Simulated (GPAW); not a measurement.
# GeW (Fm-3m) in GPAW: convergence with plane-wave cutoff (eV)

Aim: find how far plane-wave cutoff (eV) must go before the results for GeW settle, at PBE. This setting moves, with any that are tied to it; all else stays.

Program: GPAW 26.7.0. These are calculated values, not measurements. Logs are shortened: lines on timing, memory, paths and dates and some standing lists are left out, and cuts for length are marked. The log counts tension as positive stress, the text compression.

**1. Starting point**

Symmetry: Fm-3m, No. 225, cubic system. Conventional cell: a = 5.155 Å, b = 5.155 Å, c = 5.155 Å, α = 90.00°, β = 90.00°, γ = 90.00°. Ge (site symmetry m-3m) has 6 W at 2.58 Å as nearest neighbours. W (site symmetry m-3m) is surrounded by 6 Ge at 2.58 Å.

The cell was built by a generator and needn't be a form met in nature.

**2. With plane-wave cutoff (eV) 200**

File run.py:

```python
from ase.dft.bandgap import bandgap
from ase.io import read, write
from ase.units import GPa
from gpaw import GPAW, PW

atoms = read('GeW.xyz')

calc = GPAW(mode=PW(200),
            xc='PBE',
            kpts={'size': (9, 9, 9), 'gamma': True},
            occupations={'name': 'fermi-dirac', 'width': 0.05},
            nbands=19,
            convergence={'density': 1e-05, 'energy': 1e-05},
            maxiter=100,
            txt='gpaw.txt')
atoms.calc = calc
energy = atoms.get_potential_energy()
forces = atoms.get_forces()
stress = atoms.get_stress()
calc.write('gs.gpw')
write('result.traj', atoms)
print(f'Energy: {energy:.6f} eV')
print('Forces (eV/A):')
print(forces.round(4))
print('Stress (GPa):', (stress / GPa).round(3))
print('Fermi level:', round(calc.get_fermi_level(), 4), 'eV')
print(f'Gap: {bandgap(calc)[0]:.4f} eV, direct: {bandgap(calc, direct=True)[0]:.4f} eV')
```

File GeW.xyz:

```xyz
2
Lattice="0.0000000000 2.5776100000 2.5776100000 2.5776100000 0.0000000000 2.5776100000 2.5776100000 2.5776100000 0.0000000000" Properties=species:S:1:pos:R:3 pbc="T T T"
Ge     2.5776100000      2.5776100000      2.5776100000
W      0.0000000000      0.0000000000      0.0000000000
```

Potentials or basis: GPAW PAW data sets (gpaw-data 1.2.1), pw.

On the command line:

```
> OMP_NUM_THREADS=1 python run.py
```

gpaw.txt:

```text
__  _  _
 | _ |_)|_||  |
 |__||  | ||/\| - 26.7.0

Input parameters:
  mode=PW(ecut=200.0),
  convergence={'density': 1e-05, 'energy': 1e-05},
  kpts=MonkhorstPack(size=(9, 9, 9), gamma=True),
  maxiter=100,
  nbands=19,
  occupations=Occupations(name='fermi-dirac', width=0.05),
  xc=XC(name='PBE')

Diagonalizing LCAO Hamiltonian
Converting LCAO to pw mode

               Ge

       W

Atoms  # Å, Bohr magnetons
|   | symbol |        x |        y |        z |    initial magnetic moments |
|---|--------|----------|----------|----------|-----------------------------|
| 0 |     Ge | 2.577610 | 2.577610 | 2.577610 | ( 0.0000,  0.0000,  0.0000) |
| 1 |      W | 0.000000 | 0.000000 | 0.000000 | ( 0.0000,  0.0000,  0.0000) |

Unit cell  # Å
| periodic |        x |        y |        z |  lengths |    angles |
|----------|----------|----------|----------|----------|-----------|
|      yes | 0.000000 | 2.577610 | 2.577610 | 3.645291 | 60.000000 |
|      yes | 2.577610 | 0.000000 | 2.577610 | 3.645291 | 60.000000 |
|      yes | 2.577610 | 2.577610 | 0.000000 | 3.645291 | 60.000000 |

Number of symmetries: 48
Symmetry operations  # r_c * U_cc + t_c -> r_c
|    | kind |            matrix            |
|----|------|------------------------------|
|  0 |  σ   |  1, 0, 0,  1, 0,-1,  1,-1, 0 |
|  1 |  C2  |  1, 0, 0,  1,-1, 0,  1, 0,-1 |
|  2 |  E   |  1, 0, 0,  0, 1, 0,  0, 0, 1 |
|  3 |  σ   |  1, 0, 0,  0, 0, 1,  0, 1, 0 |
|  4 |  C4  |  1, 0,-1,  1, 0, 0,  1,-1, 0 |
|  5 |  S6  |  1, 0,-1,  1,-1, 0,  1, 0, 0 |
|  6 |  σ   |  1, 0,-1,  0, 1,-1,  0, 0,-1 |
|  7 |  C3  |  1, 0,-1,  0, 0,-1,  0, 1,-1 |
|  8 |  S6  |  1,-1, 0,  1, 0, 0,  1, 0,-1 |
|  9 |  C4  |  1,-1, 0,  1, 0,-1,  1, 0, 0 |
| 10 |  C3  |  1,-1, 0,  0,-1, 1,  0,-1, 0 |
| 11 |  σ   |  1,-1, 0,  0,-1, 0,  0,-1, 1 |
| 12 |  σ   |  0, 1, 0,  1, 0, 0,  0, 0, 1 |
| 13 |  C4  |  0, 1, 0,  0, 1,-1, -1, 1, 0 |
| 14 |  C3  |  0, 1, 0,  0, 0, 1,  1, 0, 0 |
| 15 |  S6  |  0, 1, 0, -1, 1, 0,  0, 1,-1 |
| 16 |  C2  |  0, 1,-1,  1, 0,-1,  0, 0,-1 |
| 17 |  σ   |  0, 1,-1,  0, 1, 0, -1, 1, 0 |
| 18 |  S4  |  0, 1,-1,  0, 0,-1,  1, 0,-1 |
| 19 |  C4  |  0, 1,-1, -1, 1, 0,  0, 1, 0 |
| 20 |  C3  |  0, 0, 1,  1, 0, 0,  0, 1, 0 |
| 21 |  σ   |  0, 0, 1,  0, 1, 0,  1, 0, 0 |
| 22 |  S6  |  0, 0, 1,  0,-1, 1, -1, 0, 1 |
| 23 |  C4  |  0, 0, 1, -1, 0, 1,  0,-1, 1 |
| 24 |  S4  |  0, 0,-1,  1, 0,-1,  0, 1,-1 |
| 25 |  C3  |  0, 0,-1,  0, 1,-1,  1, 0,-1 |
| 26 |  C2  |  0, 0,-1,  0,-1, 0, -1, 0, 0 |
| 27 |  S6  |  0, 0,-1, -1, 0, 0,  0,-1, 0 |
| 28 |  S4  |  0,-1, 1,  1,-1, 0,  0,-1, 0 |
| 29 |  C4  |  0,-1, 1,  0, 0, 1, -1, 0, 1 |
| 30 |  C2  |  0,-1, 1,  0,-1, 0,  1,-1, 0 |
| 31 |  σ   |  0,-1, 1, -1, 0, 1,  0, 0, 1 |
| 32 |  C3  |  0,-1, 0,  1,-1, 0,  0,-1, 1 |
| 33 |  S6  |  0,-1, 0,  0, 0,-1, -1, 0, 0 |
| 34 |  S4  |  0,-1, 0,  0,-1, 1,  1,-1, 0 |
| 35 |  C2  |  0,-1, 0, -1, 0, 0,  0, 0,-1 |
| 36 |  C2  | -1, 1, 0,  0, 1, 0,  0, 1,-1 |
| 37 |  S6  | -1, 1, 0,  0, 1,-1,  0, 1, 0 |
| 38 |  S4  | -1, 1, 0, -1, 0, 1, -1, 0, 0 |
| 39 |  C3  | -1, 1, 0, -1, 0, 0, -1, 0, 1 |
| 40 |  S6  | -1, 0, 1,  0, 0, 1,  0,-1, 1 |
| 41 |  C2  | -1, 0, 1,  0,-1, 1,  0, 0, 1 |
| 42 |  C3  | -1, 0, 1, -1, 1, 0, -1, 0, 0 |
| 43 |  S4  | -1, 0, 1, -1, 0, 0, -1, 1, 0 |
| 44 |  C2  | -1, 0, 0,  0, 0,-1,  0,-1, 0 |
| 45 |  i   | -1, 0, 0,  0,-1, 0,  0, 0,-1 |
| 46 |  σ   | -1, 0, 0, -1, 1, 0, -1, 0, 1 |
| 47 |  C2  | -1, 0, 0, -1, 0, 1, -1, 1, 0 |

BZ-sampling:
  Number of BZ points: 729
  Number of IBZ points: 35

  Monkhorst-Pack size: [9, 9, 9]
  Monkhorst-Pack shift: [0, 0, 0]

K-points  # in reciprocal-cell coordinates
|     |                                coordinates |     weight |
|-----|--------------------------------------------|------------|
|   0 | (  0.00000000,   0.00000000,   0.00000000) | 0.00137174 |
|   1 | (  0.11111111,   0.11111111,   0.00000000) | 0.00823045 |
|   2 | (  0.11111111,   0.11111111,   0.11111111) | 0.01097394 |
|   3 | (  0.22222222,   0.11111111,   0.11111111) | 0.01646091 |
|   4 | (  0.22222222,   0.22222222,   0.00000000) | 0.00823045 |
|   5 | (  0.22222222,   0.22222222,   0.11111111) | 0.03292181 |
|   6 | (  0.22222222,   0.22222222,   0.22222222) | 0.01097394 |
|   7 | (  0.33333333,   0.22222222,   0.11111111) | 0.03292181 |
|   8 | (  0.33333333,   0.22222222,   0.22222222) | 0.03292181 |
|   9 | (  0.33333333,   0.33333333,  -0.33333333) | 0.01646091 |
| ... |                                            |            |
|  34 | (  0.44444444,   0.44444444,   0.44444444) | 0.01097394 |

Plane wave coefficients: 229
Cutoff: 200.0 eV

Spin-components: 1 (collinear spins)
Bands:           19
Projectors:      11
Spin-degeneracy: 2
Datatype:        complex128

Parallelization:
  kpt:    1
  domain: 1
  band:   1

Density:
  Valence electrons: 18.0
  Components: 1
  Grid points: [12 12 12]
  Charge: 0.0  # |e|

Potential:
  Grid points: [12 12 12]

species:
  Ge:
    name:    Germanium
    Z:       32.0
    valence: 4
    core:    28
    charge:  0.0  # [|e|]
    compensation charges:
      type: gauss
      rc: 0.32  # [Å]
      lmax: 2
    cutoffs:
      filter: 1.77  # [Å]
      core: 3.42  # [Å]
    projectors
    | kind |    occ | energy [eV] | rcut [Å] |
    |------|--------|-------------|----------|
    |   4s |  2.000 |     -11.726 |    1.005 |
    |   4p |  2.000 |      -3.896 |    1.005 |
    |    s |        |      15.485 |    1.005 |
    |    p |        |      23.315 |    1.005 |
    |    d |        |       0.000 |    1.005 |

    Using partial waves for Ge as LCAO basis

  W:
    name:    Tungsten
    Z:       74.0
    valence: 14
    core:    60
    charge:  0.0  # [|e|]
    compensation charges:
      type: gauss
      rc: 0.40  # [Å]
      lmax: 2
    cutoffs:
      filter: 2.36  # [Å]
      core: 3.02  # [Å]
    projectors
    | kind |    occ | energy [eV] | rcut [Å] |
    |------|--------|-------------|----------|
    |   5s |  2.000 |     -78.830 |    1.344 |
    |   6s |  2.000 |      -5.697 |    1.344 |
    |   5p |  6.000 |     -43.233 |    1.355 |
    |   6p |  0.000 |      -1.367 |    1.355 |
    |   5d |  4.000 |      -4.494 |    1.228 |
    |    d |        |      22.717 |    1.228 |

    Using partial waves for W as LCAO basis

Reference energy: -495869.309508  # eV

eigensolver:
  PPCG
  Converge bands: occupied
  niter=2

density mixing:
  MSR1-Mixer
  Pratt-step length: 0.05
  Maximum mixing coefficient: 0.75
  Old densities: 10
  SVD Regularization: 0.005
  Good broyden scale: 1.0
  Trust region scale: 1.0
  Backstep threshold: 4.0
  History deletion threshold: 6.0
  Fourier metric: weight=20.0, sigma=0.015

occupation numbers:
  Fermi-Dirac:
    width: 0.0500  # eV

poisson solver:
  ecut: 1600.0  # eV

xc functional:
  name: PBE with 2 nearest neighbor stencil

convergence criteria:
- Maximum integral of absolute [dens]ity change: 1e-05 electrons / valence electron
- Maximum [total energy] change in last 3 cyles: 1e-05 eV / valence electron
- Maximum integral of absolute [eigenst]ate change: 4e-08 eV^2 / valence electron
maximum number of iterations: 100

SCF iterations
|iter     | |      energy | eigst |  dens |
|---------|-|-------------|-------|-------|
|iter:   1| |  -14.054856 | -0.48 |       |
|iter:   2| |  -14.009658 | -3.23 | -1.24 |
|iter:   3| |  -13.907634 | -2.53 | -1.28 |
|iter:   4| |  -13.914388 | -4.49 | -1.76 |
|iter:   5| |  -13.916274 | -4.66 | -2.06 |
|iter:   6| |  -13.916272 | -6.11 | -3.23 |
|iter:   7| |  -13.916270c| -8.33c| -4.17 |
|iter:   8| |  -13.916271c| -8.10c| -4.64 |
|iter:   9| |  -13.916271c| -9.16c| -5.67c|

Converged in 9 steps
Energy contributions relative to reference atoms: (reference = -495869.309508)

Energy contributions:
  Kinetic:          26.862071
  Coulomb:         -24.654348
  Zero:              0.435843
  External:          0.000000
  Xc:              -16.547970
  Entropy:          -0.023733
  Spinorbit:         0.000000
  ----------------------------
  Free energy:     -13.928137
  Extrapolated:    -13.916271

dipole moment: (-19.080325, -19.080325, -19.080325)  # |e|*Ang

Fermi level: 11.196
Eigenvalues  # (at kpt = [0.000, 0.000, 0.000])
| band index |      eig [eV] | occ [0-2] |
|------------|---------------|-----------|
|          0 |       -63.069 |     2.000 |
|        ... |               |           |
|          2 |       -27.511 |     2.000 |
|          3 |       -27.511 |     2.000 |
|          4 |        -1.120 |     2.000 |
|          5 |         9.566 |     2.000 |
|          6 |         9.566 |     2.000 |
|          7 |         9.566 |     2.000 |
[... 9 lines left out ...]
|         17 |        26.175 |     0.000 |
|         18 |        26.746 |     0.000 |

No gap
No difference between direct/indirect transitions

Forces  # eV/Ang
|       x |        y |        z |
|---------|----------|----------|
| 0.00000 | -0.00000 | -0.00000 |  # Ge   0
| 0.00000 | -0.00000 |  0.00000 |  # W    1

Stress tensor  # eV/Ang^3
|         x |         y |        z |
|-----------|-----------|----------|
|  0.020566 | -0.000000 | 0.000000 |
| -0.000000 |  0.020566 | 0.000000 |
|  0.000000 |  0.000000 | 0.020566 |

# Writing to gs.gpw (mode='')
```

Run time: 5.8 s. Hardware: 1 thread of Arm Neoverse V1, shared host; peak memory 0.12 GiB.

What came out:

| Item | Value |
| --- | --- |
| Free energy | -13.9281 eV |
| Pressure | -3.3 GPa |
| Band gap on the k mesh | none (metal or under the smearing width) |

**3. With plane-wave cutoff (eV) 250**

Changes to run.py since step 2:

```diff
@@ -7,3 +7,3 @@
 
-calc = GPAW(mode=PW(200),
+calc = GPAW(mode=PW(250),
             xc='PBE',
```

GeW.xyz is that of step 2.

Potentials or basis: GPAW PAW data sets (gpaw-data 1.2.1), pw.

On the command line:

```
> OMP_NUM_THREADS=1 python run.py
```

It took 6.8 s on 1 thread of Arm Neoverse V1, shared host; peak memory 0.12 GiB.

Results:

* Free energy: -14.1477 eV
* Pressure: -1.9 GPa
* Band gap on the k mesh: none (metal or under the smearing width)

**4. With plane-wave cutoff (eV) 300**

Changes to run.py since step 3:

```diff
@@ -7,3 +7,3 @@
 
-calc = GPAW(mode=PW(250),
+calc = GPAW(mode=PW(300),
             xc='PBE',
```

GeW.xyz is that of step 3.

On the command line:

```
> OMP_NUM_THREADS=1 python run.py
```

Run time: 7.5 s. Hardware: 1 thread of Arm Neoverse V1, shared host; peak memory 0.13 GiB.

What came out:

* Free energy: -14.2512 eV
* Pressure: -1.1 GPa
* Band gap on the k mesh: none (metal or under the smearing width)

**5. With plane-wave cutoff (eV) 350**

Changes to run.py since step 4:

```diff
@@ -7,3 +7,3 @@
 
-calc = GPAW(mode=PW(300),
+calc = GPAW(mode=PW(350),
             xc='PBE',
```

GeW.xyz is that of step 4.

On the command line:

```
> OMP_NUM_THREADS=1 python run.py
```

Wall time 7.9 s (1 thread of Arm Neoverse V1, shared host); peak memory 0.13 GiB.

Results:

- Free energy: -14.3067 eV
- Pressure: -0.4 GPa
- Band gap on the k mesh: none (metal or under the smearing width)

**6. With plane-wave cutoff (eV) 400**

Changes to run.py since step 5:

```diff
@@ -7,3 +7,3 @@
 
-calc = GPAW(mode=PW(350),
+calc = GPAW(mode=PW(400),
             xc='PBE',
```

GeW.xyz is that of step 5.

Potentials or basis: GPAW PAW data sets (gpaw-data 1.2.1), pw.

On the command line:

```
> OMP_NUM_THREADS=1 python run.py
```

Run time: 12 s. Hardware: 1 thread of Arm Neoverse V1, shared host; peak memory 0.14 GiB.

What came out:

| Item | Value |
| --- | --- |
| Free energy | -14.3289 eV |
| Pressure | 0.0 GPa |
| Band gap on the k mesh | none (metal or under the smearing width) |

**7. With plane-wave cutoff (eV) 500**

Changes to run.py since step 6:

```diff
@@ -7,3 +7,3 @@
 
-calc = GPAW(mode=PW(400),
+calc = GPAW(mode=PW(500),
             xc='PBE',
```

GeW.xyz is that of step 6.

On the command line:

```
> OMP_NUM_THREADS=1 python run.py
```

Run time: 11 s. Hardware: 1 thread of Arm Neoverse V1, shared host; peak memory 0.14 GiB.

It converged, with:

- Free energy: -14.3418 eV
- Pressure: 0.3 GPa
- Band gap on the k mesh: none (metal or under the smearing width)

**8. With plane-wave cutoff (eV) 600**

Changes to run.py since step 7:

```diff
@@ -7,3 +7,3 @@
 
-calc = GPAW(mode=PW(500),
+calc = GPAW(mode=PW(600),
             xc='PBE',
```

GeW.xyz is that of step 7.

On the command line:

```
> OMP_NUM_THREADS=1 python run.py
```

It took 18 s on 1 thread of Arm Neoverse V1, shared host; peak memory 0.15 GiB.

Results (log left out):

```
Free energy            : -14.3445 eV
Pressure               : 0.3 GPa
Band gap on the k mesh : none (metal or under the smearing width)
```

**9. With plane-wave cutoff (eV) 800**

Changes to run.py since step 8:

```diff
@@ -7,3 +7,3 @@
 
-calc = GPAW(mode=PW(600),
+calc = GPAW(mode=PW(800),
             xc='PBE',
```

GeW.xyz is that of step 8.

Potentials or basis: GPAW PAW data sets (gpaw-data 1.2.1), pw.

On the command line:

```
> OMP_NUM_THREADS=1 python run.py
```

Run time: 22 s. Hardware: 1 thread of Arm Neoverse V1, shared host; peak memory 0.17 GiB.

The run converged. Its results:

| Property | Result |
| --- | --- |
| Free energy | -14.3467 eV |
| Pressure | 0.3 GPa |
| Band gap on the k mesh | none (metal or under the smearing width) |

**10. With plane-wave cutoff (eV) 1000**

Changes to run.py since step 9:

```diff
@@ -7,3 +7,3 @@
 
-calc = GPAW(mode=PW(800),
+calc = GPAW(mode=PW(1000),
             xc='PBE',
```

GeW.xyz is that of step 9.

On the command line:

```
> OMP_NUM_THREADS=1 python run.py
```

Wall time 32 s (1 thread of Arm Neoverse V1, shared host); peak memory 0.2 GiB.

It converged, with:

* Free energy: -14.3473 eV
* Pressure: 0.3 GPa
* Band gap on the k mesh: none (metal or under the smearing width)

**11. Summary**

```
plane-wave cutoff (eV)  energy less the tightest run, at zero smearing (meV/atom)  pressure (GPa)  SCF cycles  CPU time (s)  peak memory (GiB)
                   200                                                     209.53           -3.30           9           5.8               0.12
                   250                                                      99.74           -1.88           9           6.8               0.12
                   300                                                      48.05           -1.08           9           7.5               0.13
                   350                                                      20.31           -0.39           9           7.8               0.13
                   400                                                       9.19            0.00           9            12               0.14
                   500                                                       2.73            0.29           9            11               0.14
                   600                                                       1.40            0.32           9            18               0.15
                   800                                                       0.32            0.34           9            22               0.17
                  1000                                                       0.00            0.35           9            32                0.2
```

Against the tightest run, the energy stays within 1 meV/atom from 800 on; the pressure stays within 0.1 GPa from 500 on. The tightest run that finished is the yardstick and may itself not be fully converged.
